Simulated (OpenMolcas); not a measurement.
# Os⁴⁺ among point charges: CASSCF and CASPT2 levels and susceptibility

Aim: the splitting of the states of Os⁴⁺ in the field of 2 point charges, its lowest levels with spin-orbit coupling and its magnetic susceptibility.

Program: OpenMolcas 26.06. Level of theory: state-averaged CASSCF and CASPT2, spin-orbit coupling by RASSI with atomic mean-field integrals. These are calculated values, not measurements, unless marked.

**1. The system**

```
Species                           : Os⁴⁺ (osmium, Z = 76, 72 electrons)
Basis                             : ANO-RCC-VDZP [7s6p4d2f1g], 68 functions
Scalar Hamiltonian                : DKH2, point nucleus
Inactive shells                   : 1s 2s 2p 3s 3p 3d 4s 4p 4d 4f 5s 5p
Active space                      : 4 electrons in 5 orbitals (5d)
Some configurations of this space : 5d⁴
Orbitals                          : optimised for each spin and parity, averaged over all roots
```

The outer shells:

5d4
```
5d [↑ ][↑ ][↑ ][↑ ][  ]
```

The ion sits among 2 point charges of -1.5 e arranged as a linear pair (D∞h), 2.09 Å from the ion.

Each step is its own input file, run in one work folder so that later steps find the files of earlier ones. Labels, J, g values, rates, χT and fits are worked out afterwards by a script from the matrices that RASSI stores. The input lists half of the charges; inversion (Group=XYZ) makes the rest.

**2. GATEWAY and SEWARD: basis and integrals**

File a.inp:

```
&GATEWAY
Coord
1

Os 0.0 0.0 0.0
Basis=ANO-RCC-VDZP
Group=XYZ
NoMove
AngMom=0.0 0.0 0.0
AMFI
XField
1 Angstrom 0
0.000000 0.000000 2.090000 -1.500000
&SEWARD
```

On the command line:

```bash
OMP_NUM_THREADS=1 MOLCAS_MEM=1689 MOLCAS_PROJECT=a pymolcas a.inp > a.log
```

**3. Reference wave functions, quintets of even parity, 5 roots**

File a.inp:

```
&RASSCF
FileOrb=start.orb
Symmetry=1
Spin=5
nActEl=4 0 0
Inactive=15 19
Ras2=5 0
CIRoot=5 5 1
SDav=5
CIMx=300
Iter=120 100
PrWF=0.3
OrbListing=Nothing
MaxOrb=0
>>> COPY $Project.JobIph JOB001
```

start.orb holds the contracted functions of the basis, ordered by shell, or the orbitals of the step before.

**4. CASSCF: triplets of even parity, 45 roots**

File a.inp:

```
&RASSCF
FileOrb=start.orb
Symmetry=1
Spin=3
nActEl=4 0 0
Inactive=15 19
Ras2=5 0
CIRoot=45 45 1
SDav=45
CIMx=300
Iter=120 100
PrWF=0.3
OrbListing=Nothing
MaxOrb=0
>>> COPY $Project.JobIph JOB002
```

**5. Reference wave functions, singlets of even parity, 50 roots**

File a.inp:

```
&RASSCF
FileOrb=start.orb
Symmetry=1
Spin=1
nActEl=4 0 0
Inactive=15 19
Ras2=5 0
CIRoot=50 50 1
SDav=50
CIMx=300
Iter=120 100
PrWF=0.3
OrbListing=Nothing
MaxOrb=0
>>> COPY $Project.JobIph JOB003
```

**6. RASSI: spin-orbit coupling between the states**

File a.inp:

```
&RASSI
NrOfJobIphs=3 5 45 50
1 2 3 4 5
1 2 3 4 5 6 7 8 9 10 11 12 13 14 15 16 17 18 19 20 21 22 23 24 25 26 27
28 29 30 31 32 33 34 35 36 37 38 39 40 41 42 43 44 45
1 2 3 4 5 6 7 8 9 10 11 12 13 14 15 16 17 18 19 20 21 22 23 24 25 26 27
28 29 30 31 32 33 34 35 36 37 38 39 40 41 42 43 44 45 46 47 48 49 50
IphNames
JOB001
JOB002
JOB003
EJob
SpinOrbit
DIPRint=1.0
SOCoupling=1000.0
Subsets=2
Property=9
'ANGMOM' 1 'ANGMOM' 2 'ANGMOM' 3 'MLTPL  1' 1 'MLTPL  1' 2 'MLTPL  1' 3
'AMFI' 1 'AMFI' 2 'AMFI' 3
SOProperty=3
'ANGMOM' 1 'ANGMOM' 2 'ANGMOM' 3
```

**7. CASPT2: IPEA 0.25, imaginary shift 0.1 (closed shells correlated: 5s 5p)**

File a.inp:

```
>>> COPY JOB001 $Project.JobIph
&CASPT2
Multistate=5 1 2 3 4 5
NoMult
Frozen=14 16
IPEA=0.25
Imaginary=0.1
MaxIter=60
WThr=0.0 0.3 0.05
PrWF=0.5
NoMix
>>> COPY JOB002 $Project.JobIph
&CASPT2
Multistate=45 1 2 3 4 5 6 7 8 9 10 11 12 13 14 15 16 17 18 19 20 21 22
23 24 25 26 27 28 29 30 31 32 33 34 35 36 37 38 39 40 41 42 43 44 45
NoMult
Frozen=14 16
IPEA=0.25
Imaginary=0.1
MaxIter=60
WThr=0.0 0.3 0.05
PrWF=0.5
NoMix
>>> COPY JOB003 $Project.JobIph
&CASPT2
Multistate=50 1 2 3 4 5 6 7 8 9 10 11 12 13 14 15 16 17 18 19 20 21 22
23 24 25 26 27 28 29 30 31 32 33 34 35 36 37 38 39 40 41 42 43 44 45 46
47 48 49 50
NoMult
Frozen=14 16
IPEA=0.25
Imaginary=0.1
MaxIter=60
WThr=0.0 0.3 0.05
PrWF=0.5
NoMix
```

(Steps that only read results are left out.)

What does the calculation give? Wanted: spin-free ground state; first state of the same spin within the active space; lowest level; next level.

The runs gave:

| quantity | value |
| --- | --- |
| method | SS-CASPT2, IPEA 0.25, imaginary shift 0.1 (closed shells correlated: 5s 5p) |
| spin-free ground state | 5Sigma, 1-fold in its orbital part |
| first state of the same spin within the active space | 5Pi at 4820 cm⁻¹ |
| lowest level | 1-fold |
| next level | 2907.4 cm⁻¹ |
| χT at 300 K | 0.12 cm³ K/mol |
| effective moment at 300 K | 0.97 μB |

Cost by method:

```csv
method,time of its own steps,time with the reference
A. CASSCF,27 s,27 s
"B. SS-CASPT2, IPEA 0.25, imaginary shift 0.1, +5s 5p",12 s,40 s
```

Times are of one thread on a shared host.

The spin-free ground state (5Sigma) comes to 100 % from free-ion D terms and keeps the highest spin of the shell. χT at 300 K is 0.12, against 3.01 cm³ K/mol for the spin alone, so spin-orbit coupling lowers it. An active space of the d shell alone favours high spin; real ions in strong fields can be low spin. CASPT2 does not keep the components of a term degenerate, and the means are used. The field of point charges can differ much from that of real complexes. With metal d orbitals alone active, the gaps between spin states are rough; where two lie within a few thousand cm-1, their order is open. This is an electrostatic model: the charges have no orbitals.
